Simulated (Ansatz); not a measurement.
Here is an Ansatz 0.2.0 calculation.

Contents of input.yaml:

```yaml
crystal:
  lattice:
    - [3.16592, 0.0, 0.0]
    - [0.0, 3.16592, 0.0]
    - [0.0, 0.0, 3.16592]
  atoms:
    - { symbol: Ga, position: [0.0, 0.0, 0.0] }
    - { symbol: F, position: [0.5, 0.5, 0.5] }
hamiltonian:
  xc: pbe
  pseudopotentials: { kind: paw }
kpoints:
  mp_grid: { grid: [8, 8, 8] }
  band_path:
    path:
      - [[0.0, 0.0, 0.0], [0.0, 0.5, 0.0], [0.5, 0.5, 0.0], [0.0, 0.0, 0.0], [0.5, 0.5, 0.5], [0.0, 0.5, 0.0]]
      - [[0.5, 0.5, 0.0], [0.5, 0.5, 0.5]]
    npoints: 14
scf:
  occupations: { method: fermi_dirac, width: 0.05 }
  n_extra_bands: 6
output:
  forces: true
  stress: true
  eigenvalues: true
  fatbands: false
```

Potentials or basis: Ansatz PAW.

Launch:

```console
$ ansatz run input.yaml --threads 2 --pin off --max-ram 5632MiB --backend cpu --events-out ev --progress --plain --runs-dir out
```

(1) Predict the pressure.

(2) Estimate the band gap along the path.

(3) Estimate the band gap on the k mesh.

Answers

(1) 0.0 GPa.

(2) 0.34 eV, indirect (least direct gap 1.13 eV).

(3) 0.34 eV, indirect (least direct gap 1.13 eV).

Caveat: the pressure holds a Pulay correction of +0.4 GPa for the finite cutoff.
